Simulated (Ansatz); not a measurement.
# C₂H₆FNSn: basis-set convergence

The task here is to estimate one member of a computed series from the others.

The runs use Ansatz 0.2.0, Gaussian basis; one geometry, several basis sets.

Plan: PBE0-D4/def2-SVP; ωB97M-V/def2-SVP; PBE0-D4/def2-QZVPP; ωB97M-V/def2-QZVPP; the functionals' def2-TZVPP values are taken from earlier runs.

## The relaxed structure

The geometry comes from an earlier relaxation with PBE0-D4 in a triple-zeta def2 set; it is a stationary point, not always the lowest conformer. Sn takes the def2 core potential; no spin-orbit term is included.

SMILES `C[N](C)[Sn][F]`, 11 atoms, charge 0, spin multiplicity 1.

Atoms are counted from 1 here; the program's logs count them from 0.

Bond lengths: C1–N2 1.441 Å, C1–H6 1.090 Å, C1–H7 1.099 Å, C1–H8 1.099 Å, N2–C3 1.439 Å, N2–Sn4 2.018 Å, C3–H9 1.099 Å, C3–H10 1.095 Å, C3–H11 1.099 Å, Sn4–F5 1.957 Å. Angles: N2–C1–H6 110.2°, N2–C1–H7 111.2°, N2–C1–H8 111.2°, H6–C1–H7 108.5°, H6–C1–H8 108.5°, H7–C1–H8 107.2°, C1–N2–C3 113.5°, C1–N2–Sn4 125.3°, C3–N2–Sn4 121.2°, N2–C3–H9 111.7°, N2–C3–H10 110.9°, N2–C3–H11 111.7°, H9–C3–H10 107.6°, H9–C3–H11 107.2°, H10–C3–H11 107.6°, N2–Sn4–F5 93.6°.

Geometry (Å):

```xyz
11
charge 0, multiplicity 1
C    -0.9656   -0.0458    0.6143
N     0.1779    0.1908   -0.2295
C     1.1719   -0.8472   -0.1533
Sn    0.4321    1.7949   -1.4272
F    -1.2778    2.5997   -0.9195
H    -1.6821    0.7701    0.5155
H    -0.6699   -0.1247    1.6702
H    -1.4683   -0.9861    0.3468
H     1.5626   -0.9609    0.8679
H     2.0204   -0.6256   -0.8095
H     0.7643   -1.8224   -0.4554
```

Set-up of the first run:

in.yaml reads:

```yaml
crystal:
  periodic: [false, false, false]
  atoms:
    - {symbol: C, position_ang: [-0.965579, -0.045803, 0.614336]}
    - {symbol: N, position_ang: [0.177903, 0.190825, -0.229517]}
    - {symbol: C, position_ang: [1.171873, -0.847212, -0.153274]}
    - {symbol: Sn, position_ang: [0.432137, 1.794942, -1.427205]}
    - {symbol: F, position_ang: [-1.277803, 2.599710, -0.919463]}
    - {symbol: H, position_ang: [-1.682138, 0.770088, 0.515535]}
    - {symbol: H, position_ang: [-0.669948, -0.124670, 1.670243]}
    - {symbol: H, position_ang: [-1.468344, -0.986129, 0.346806]}
    - {symbol: H, position_ang: [1.562568, -0.960853, 0.867942]}
    - {symbol: H, position_ang: [2.020361, -0.625576, -0.809451]}
    - {symbol: H, position_ang: [0.764269, -1.822424, -0.455351]}
basis:
  gaussian: {orbitals: def2-SVP}
hamiltonian: {xc: pbe0, dispersion: d4}
output: {orbitals: {seedname: orbitals}}
```

The run is started by

```
ansatz run in.yaml --threads 4 --pin off --events-out ev --progress --plain --max-ram 10444MiB
```

Steps of the session up to this table: PBE0-D4 in def2-SVP; ωB97M-V in def2-SVP; PBE0-D4 in def2-QZVPP; ωB97M-V in def2-QZVPP.

One table of the session follows, with a row left open; its other results are not shown here.

It belongs to the step «Density functionals: the series». 

```
functional       basis  HOMO (eV)  LUMO (eV)
   PBE0-D4    def2-SVP      -6.44      -1.72
   PBE0-D4  def2-TZVPP      -6.52      -1.87
   PBE0-D4  def2-QZVPP      -6.54      -1.91
   ωB97M-V    def2-SVP          ?          ?
   ωB97M-V  def2-TZVPP      -8.72      -0.22
   ωB97M-V  def2-QZVPP      -8.75      -0.30
```

Q: Estimate the row for ωB97M-V, def2-SVP from the others.

As computed: HOMO (eV): -8.63; LUMO (eV): 0.04. In the column «HOMO (eV)» it lies between ωB97M-V, def2-TZVPP (-8.72) and PBE0-D4, def2-QZVPP (-6.54).
